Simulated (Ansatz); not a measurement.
Born–Oppenheimer molecular dynamics of a periodic cell of 28 atoms, Li$_{4}$Ni$_{3}$Sn$_{5}$O$_{16}$ (host Li4Ni3Sn5O16, host structure P1). It starts from an unrelaxed structure (largest force component 0.70 eV/Å).

The calculation used DFT PBEsol, scalar-relativistic, plane waves, PAW (Ansatz 0.2.0). Settings: cutoff 420 eV, k mesh 2x2x1, fermi-dirac smearing 0.05 eV, spin collinear.

```yaml
ensemble: NVT, Nosé–Hoover chain
time_step: 1 fs
steps_asked: 30
set_temperature: 900 K
thermostat: time constant 100 fs, chain length 3
seed: 429081
```

Frames 2 fs apart, positions in Å, forces in eV/Å.

Velocities at 10.0 fs (Å/ps):

```
Li 0.11 -7.94 -12.07
Li 6.68 6.37 -0.48
Li -0.72 -6.99 -2.53
Li -6.39 7.38 -4.20
Ni -4.37 -4.65 3.09
Ni -1.04 3.28 -1.43
Ni 2.61 7.48 2.57
Sn 0.65 -3.36 0.47
Sn 3.52 2.42 3.32
Sn -0.91 -3.51 -2.60
Sn -3.70 -0.07 -2.15
Sn -0.03 3.24 -0.01
O -0.98 -0.01 1.02
O 9.22 2.75 -7.40
O 7.46 -0.75 0.82
O 3.91 5.00 6.56
O -1.44 2.46 3.29
O 2.29 -0.59 1.22
O 2.79 -9.67 2.09
O -1.65 4.08 2.92
O 1.95 0.32 -10.13
O 4.96 -14.07 -0.51
O -1.35 -10.60 -3.13
O -7.90 1.15 6.88
O -1.88 -0.91 -1.09
O 0.81 2.36 -6.95
O 0.19 3.69 4.30
O -4.50 2.33 0.15
```

```xyz
28
Lattice="6.1107 0.0000 0.0000 3.0327 5.3751 0.0000 0.0115 0.1407 9.9075" Properties=species:S:1:pos:R:3:forces:R:3 time_fs=10.0 energy_less_start_eV=1.080 T=591
Li 3.020 1.681 0.912 0.07 0.09 0.71
Li 0.261 0.166 0.099 -0.09 -0.07 0.33
Li 0.085 0.033 4.930 0.13 0.35 0.44
Li 6.012 3.759 5.864 0.44 0.08 -0.06
Ni 1.509 0.974 7.799 1.00 0.85 -0.14
Ni 4.577 4.535 2.830 0.13 -1.11 0.59
Ni 6.126 1.950 2.845 -1.33 -1.48 0.48
Sn 3.033 3.626 7.782 0.52 -0.01 -0.86
Sn 3.041 1.876 5.043 0.26 -0.41 -0.92
Sn 4.546 0.977 7.765 -0.01 1.36 -0.31
Sn 7.554 4.509 2.805 1.13 0.45 1.40
Sn 6.010 3.570 0.144 -0.52 -1.32 -0.81
O 3.039 3.712 4.043 -0.49 -0.08 -0.36
O 4.586 2.752 6.379 -2.14 -0.94 1.36
O 3.142 1.907 8.950 -0.63 0.13 -0.96
O 6.156 0.178 6.895 -0.01 -1.20 -1.05
O 3.131 5.363 1.966 -0.06 0.35 -0.33
O 4.686 0.960 3.994 0.19 -0.03 -0.59
O 1.684 2.600 6.484 0.42 0.64 0.68
O 3.060 0.311 6.492 0.23 0.09 0.24
O 7.697 4.638 8.884 -0.66 -0.90 1.09
O 1.530 0.796 3.913 -0.05 0.93 -0.04
O 6.074 5.047 1.508 -0.29 2.02 -0.05
O 7.321 2.757 1.686 0.86 -0.47 -0.57
O 5.971 3.674 3.889 0.24 0.33 -0.97
O 4.527 4.623 8.879 0.13 -0.17 0.55
O 4.718 2.780 1.711 0.11 0.49 0.03
O 6.034 1.897 8.973 0.44 0.06 0.12
28
Lattice="6.1107 0.0000 0.0000 3.0327 5.3751 0.0000 0.0115 0.1407 9.9075" Properties=species:S:1:pos:R:3:forces:R:3 time_fs=12.0 energy_less_start_eV=1.429 T=492
Li 3.020 1.665 0.890 0.09 0.11 0.81
Li 0.274 0.178 0.099 -0.12 -0.08 0.36
Li 0.084 0.020 4.926 0.14 0.40 0.46
Li 6.000 3.774 5.855 0.50 0.11 -0.07
Ni 1.500 0.965 7.805 1.22 1.05 -0.14
Ni 4.575 4.541 2.827 0.14 -1.28 0.63
Ni 6.130 1.964 2.850 -1.60 -1.80 0.60
Sn 3.034 3.619 7.783 0.57 0.03 -0.93
Sn 3.048 1.881 5.050 0.30 -0.47 -1.08
Sn 4.545 0.971 7.759 0.06 1.53 -0.31
Sn 7.546 4.509 2.801 1.35 0.58 1.57
Sn 6.010 3.577 0.144 -0.61 -1.60 -1.05
O 3.037 3.711 4.044 -0.57 -0.15 -0.35
O 4.602 2.756 6.365 -2.31 -1.02 1.45
O 3.156 1.905 8.951 -0.71 0.15 -0.94
O 6.164 0.187 6.907 -0.13 -1.38 -1.30
O 3.128 5.369 1.972 -0.08 0.36 -0.45
O 4.691 0.959 3.995 0.14 -0.02 -0.57
O 1.690 2.582 6.489 0.37 0.79 0.69
O 3.057 0.320 6.498 0.25 -0.04 0.17
O 7.700 4.638 8.865 -0.75 -1.02 1.29
O 1.540 0.769 3.912 -0.04 1.10 0.04
O 6.071 5.028 1.501 -0.27 2.44 -0.01
O 7.307 2.759 1.699 1.13 -0.49 -0.78
O 5.967 3.673 3.885 0.26 0.39 -0.91
O 4.528 4.628 8.865 0.16 -0.24 0.70
O 4.718 2.788 1.720 0.00 0.51 -0.04
O 6.025 1.902 8.973 0.49 0.06 0.16
28
Lattice="6.1107 0.0000 0.0000 3.0327 5.3751 0.0000 0.0115 0.1407 9.9075" Properties=species:S:1:pos:R:3:forces:R:3 time_fs=14.0 energy_less_start_eV=1.738 T=404
Li 3.021 1.650 0.872 0.11 0.13 0.89
Li 0.287 0.191 0.101 -0.15 -0.09 0.38
Li 0.083 0.010 4.925 0.15 0.45 0.47
Li 5.991 3.790 5.846 0.52 0.11 -0.07
Ni 1.493 0.957 7.811 1.43 1.24 -0.13
Ni 4.573 4.546 2.825 0.14 -1.43 0.63
Ni 6.134 1.977 2.856 -1.83 -2.09 0.69
Sn 3.036 3.612 7.784 0.60 0.09 -0.97
Sn 3.055 1.885 5.056 0.33 -0.54 -1.24
Sn 4.543 0.964 7.754 0.17 1.63 -0.28
Sn 7.540 4.509 2.798 1.55 0.71 1.69
Sn 6.009 3.582 0.143 -0.67 -1.85 -1.26
O 3.033 3.711 4.045 -0.61 -0.20 -0.34
O 4.612 2.758 6.356 -2.38 -1.05 1.49
O 3.169 1.905 8.949 -0.78 0.15 -0.89
O 6.171 0.192 6.915 -0.28 -1.51 -1.48
O 3.124 5.375 1.978 -0.10 0.36 -0.53
O 4.696 0.958 3.996 0.09 0.01 -0.54
O 1.698 2.565 6.495 0.30 0.92 0.68
O 3.055 0.328 6.505 0.26 -0.18 0.08
O 7.701 4.635 8.849 -0.82 -1.10 1.44
O 1.549 0.744 3.911 -0.03 1.26 0.14
O 6.067 5.016 1.495 -0.24 2.78 0.04
O 7.295 2.760 1.710 1.36 -0.48 -0.97
O 5.964 3.672 3.880 0.27 0.44 -0.81
O 4.530 4.631 8.854 0.17 -0.32 0.83
O 4.719 2.797 1.728 -0.09 0.52 -0.11
O 6.018 1.907 8.974 0.53 0.05 0.18
28
Lattice="6.1107 0.0000 0.0000 3.0327 5.3751 0.0000 0.0115 0.1407 9.9075" Properties=species:S:1:pos:R:3:forces:R:3 time_fs=16.0 energy_less_start_eV=1.974 T=337
Li 3.023 1.636 0.859 0.12 0.15 0.93
Li 0.298 0.202 0.104 -0.17 -0.10 0.38
Li 0.084 0.001 4.926 0.17 0.48 0.45
Li 5.985 3.806 5.837 0.49 0.09 -0.05
Ni 1.486 0.950 7.817 1.61 1.42 -0.13
Ni 4.572 4.551 2.823 0.13 -1.54 0.59
Ni 6.137 1.989 2.862 -2.01 -2.36 0.74
Sn 3.038 3.606 7.784 0.62 0.16 -0.98
Sn 3.062 1.890 5.062 0.33 -0.60 -1.37
Sn 4.541 0.959 7.749 0.31 1.68 -0.21
Sn 7.533 4.509 2.795 1.73 0.83 1.74
Sn 6.009 3.587 0.142 -0.71 -2.04 -1.41
O 3.027 3.710 4.045 -0.64 -0.24 -0.32
O 4.617 2.757 6.350 -2.35 -1.03 1.49
O 3.179 1.904 8.945 -0.84 0.13 -0.79
O 6.178 0.194 6.920 -0.43 -1.59 -1.61
O 3.121 5.382 1.981 -0.12 0.35 -0.57
O 4.701 0.956 3.995 0.04 0.05 -0.49
O 1.705 2.551 6.503 0.22 1.03 0.64
O 3.053 0.336 6.511 0.25 -0.33 -0.02
O 7.700 4.629 8.837 -0.86 -1.11 1.52
O 1.559 0.723 3.910 -0.03 1.40 0.25
O 6.063 5.010 1.489 -0.20 3.01 0.10
O 7.286 2.759 1.719 1.52 -0.44 -1.13
O 5.962 3.673 3.873 0.27 0.48 -0.68
O 4.533 4.635 8.844 0.17 -0.39 0.93
O 4.719 2.807 1.736 -0.18 0.51 -0.19
O 6.012 1.912 8.976 0.55 0.01 0.18
28
Lattice="6.1107 0.0000 0.0000 3.0327 5.3751 0.0000 0.0115 0.1407 9.9075" Properties=species:S:1:pos:R:3:forces:R:3 time_fs=18.0 energy_less_start_eV=2.115 T=297
Li 3.025 1.623 0.852 0.13 0.18 0.93
Li 0.309 0.213 0.111 -0.18 -0.11 0.37
Li 0.085 -0.004 4.930 0.17 0.49 0.41
Li 5.982 3.823 5.827 0.43 0.04 -0.02
Ni 1.480 0.943 7.823 1.75 1.56 -0.15
Ni 4.570 4.554 2.822 0.11 -1.60 0.52
Ni 6.138 2.000 2.869 -2.12 -2.58 0.72
Sn 3.040 3.599 7.784 0.61 0.26 -0.96
Sn 3.070 1.894 5.067 0.29 -0.66 -1.50
Sn 4.539 0.953 7.743 0.48 1.66 -0.10
Sn 7.528 4.510 2.792 1.89 0.94 1.72
Sn 6.008 3.592 0.141 -0.71 -2.15 -1.47
O 3.021 3.708 4.044 -0.64 -0.26 -0.29
O 4.616 2.754 6.347 -2.23 -0.96 1.46
O 3.188 1.904 8.939 -0.89 0.09 -0.66
O 6.184 0.191 6.921 -0.57 -1.61 -1.65
O 3.117 5.390 1.984 -0.12 0.33 -0.57
O 4.707 0.955 3.993 -0.01 0.09 -0.42
O 1.713 2.539 6.513 0.12 1.11 0.57
O 3.052 0.342 6.518 0.22 -0.48 -0.13
O 7.697 4.621 8.828 -0.86 -1.07 1.54
O 1.569 0.705 3.910 -0.04 1.53 0.35
O 6.058 5.011 1.483 -0.14 3.09 0.14
O 7.281 2.757 1.725 1.61 -0.37 -1.23
O 5.960 3.675 3.863 0.25 0.49 -0.53
O 4.536 4.637 8.837 0.14 -0.46 1.01
O 4.719 2.819 1.744 -0.25 0.50 -0.26
O 6.008 1.917 8.977 0.56 -0.06 0.16
28
Lattice="6.1107 0.0000 0.0000 3.0327 5.3751 0.0000 0.0115 0.1407 9.9075" Properties=species:S:1:pos:R:3:forces:R:3 time_fs=20.0 energy_less_start_eV=2.152 T=287
Li 3.028 1.610 0.850 0.13 0.22 0.90
Li 0.319 0.224 0.119 -0.19 -0.11 0.34
Li 0.088 -0.007 4.936 0.18 0.49 0.35
Li 5.981 3.840 5.817 0.34 -0.02 0.01
Ni 1.476 0.937 7.829 1.82 1.67 -0.19
Ni 4.568 4.556 2.821 0.09 -1.61 0.43
Ni 6.138 2.008 2.876 -2.14 -2.76 0.64
Sn 3.042 3.592 7.783 0.58 0.38 -0.90
Sn 3.077 1.898 5.072 0.21 -0.72 -1.60
Sn 4.538 0.949 7.738 0.68 1.58 0.05
Sn 7.522 4.511 2.790 2.01 1.03 1.63
Sn 6.007 3.596 0.139 -0.69 -2.18 -1.44
O 3.012 3.706 4.043 -0.61 -0.25 -0.24
O 4.609 2.749 6.348 -2.02 -0.84 1.40
O 3.194 1.903 8.932 -0.92 0.04 -0.48
O 6.188 0.185 6.919 -0.67 -1.58 -1.60
O 3.113 5.399 1.985 -0.12 0.30 -0.52
O 4.712 0.954 3.990 -0.06 0.14 -0.33
O 1.722 2.530 6.525 0.02 1.16 0.47
O 3.051 0.348 6.524 0.17 -0.62 -0.25
O 7.693 4.610 8.823 -0.84 -0.97 1.50
O 1.578 0.691 3.911 -0.06 1.61 0.45
O 6.053 5.019 1.477 -0.07 3.03 0.16
O 7.280 2.755 1.728 1.60 -0.29 -1.26
O 5.960 3.677 3.853 0.22 0.50 -0.34
O 4.539 4.638 8.832 0.09 -0.51 1.05
O 4.718 2.832 1.752 -0.30 0.47 -0.32
O 6.004 1.922 8.979 0.55 -0.15 0.12
28
Lattice="6.1107 0.0000 0.0000 3.0327 5.3751 0.0000 0.0115 0.1407 9.9075" Properties=species:S:1:pos:R:3:forces:R:3 time_fs=22.0 energy_less_start_eV=2.096 T=304
Li 3.032 1.599 0.852 0.13 0.27 0.84
Li 0.327 0.233 0.129 -0.19 -0.11 0.30
Li 0.091 -0.007 4.944 0.18 0.46 0.28
Li 5.982 3.857 5.808 0.25 -0.10 0.06
Ni 1.473 0.933 7.835 1.83 1.73 -0.25
Ni 4.566 4.558 2.820 0.07 -1.55 0.33
Ni 6.136 2.015 2.884 -2.08 -2.87 0.48
Sn 3.044 3.586 7.783 0.53 0.53 -0.80
Sn 3.085 1.902 5.076 0.08 -0.79 -1.70
Sn 4.537 0.945 7.732 0.88 1.44 0.23
Sn 7.518 4.512 2.789 2.10 1.10 1.48
Sn 6.006 3.599 0.137 -0.64 -2.12 -1.32
O 3.002 3.704 4.040 -0.57 -0.23 -0.19
O 4.598 2.741 6.353 -1.74 -0.69 1.31
O 3.198 1.903 8.923 -0.93 -0.04 -0.29
O 6.191 0.175 6.912 -0.73 -1.49 -1.47
O 3.109 5.408 1.985 -0.10 0.25 -0.44
O 4.717 0.954 3.986 -0.10 0.21 -0.24
O 1.730 2.523 6.537 -0.09 1.17 0.34
O 3.051 0.352 6.530 0.12 -0.75 -0.37
O 7.686 4.597 8.822 -0.78 -0.81 1.40
O 1.588 0.680 3.913 -0.09 1.66 0.52
O 6.048 5.035 1.472 0.01 2.81 0.15
O 7.282 2.752 1.728 1.49 -0.20 -1.22
O 5.959 3.682 3.842 0.17 0.48 -0.15
O 4.543 4.638 8.830 0.02 -0.53 1.06
O 4.717 2.846 1.758 -0.33 0.44 -0.39
O 6.002 1.926 8.982 0.52 -0.25 0.06
28
Lattice="6.1107 0.0000 0.0000 3.0327 5.3751 0.0000 0.0115 0.1407 9.9075" Properties=species:S:1:pos:R:3:forces:R:3 time_fs=24.0 energy_less_start_eV=1.971 T=341
Li 3.036 1.589 0.860 0.12 0.33 0.75
Li 0.335 0.243 0.141 -0.19 -0.11 0.24
Li 0.096 -0.005 4.954 0.18 0.43 0.18
Li 5.985 3.873 5.798 0.16 -0.18 0.10
Ni 1.471 0.930 7.840 1.78 1.73 -0.33
Ni 4.565 4.558 2.819 0.04 -1.41 0.23
Ni 6.133 2.020 2.892 -1.94 -2.92 0.26
Sn 3.047 3.580 7.782 0.46 0.70 -0.67
Sn 3.092 1.906 5.080 -0.09 -0.87 -1.79
Sn 4.535 0.941 7.727 1.08 1.25 0.44
Sn 7.514 4.514 2.788 2.16 1.14 1.27
Sn 6.004 3.601 0.134 -0.56 -1.98 -1.12
O 2.991 3.700 4.038 -0.50 -0.20 -0.14
O 4.582 2.732 6.360 -1.41 -0.52 1.20
O 3.200 1.903 8.914 -0.93 -0.14 -0.08
O 6.192 0.162 6.902 -0.74 -1.35 -1.26
O 3.105 5.418 1.984 -0.08 0.20 -0.32
O 4.722 0.954 3.981 -0.14 0.27 -0.14
O 1.739 2.520 6.550 -0.21 1.14 0.19
O 3.051 0.355 6.535 0.06 -0.85 -0.49
O 7.677 4.582 8.824 -0.69 -0.62 1.25
O 1.597 0.674 3.916 -0.13 1.66 0.56
O 6.043 5.058 1.467 0.09 2.45 0.12
O 7.288 2.748 1.725 1.30 -0.10 -1.10
O 5.959 3.687 3.830 0.11 0.44 0.05
O 4.546 4.636 8.830 -0.08 -0.54 1.02
O 4.714 2.861 1.763 -0.34 0.41 -0.44
O 6.001 1.930 8.984 0.47 -0.37 -0.01
```

Of the whole run (30 fs, mean temperature of the second half 355 K): The conserved energy stayed within 0.11 meV per atom of its start (net change 0.028 meV per atom), so the integration is sound. The mean temperature of the second half is 61 % below the set value. A run of 0.03 ps of so small a system gives no equilibrium averages. No Hubbard correction was used and the magnetic state wasn't searched. Limits of this set-up: coarse k mesh.

The run took 9.3 min on 2 threads of Arm Neoverse V2, with other jobs on the host, peak memory 1 GiB.
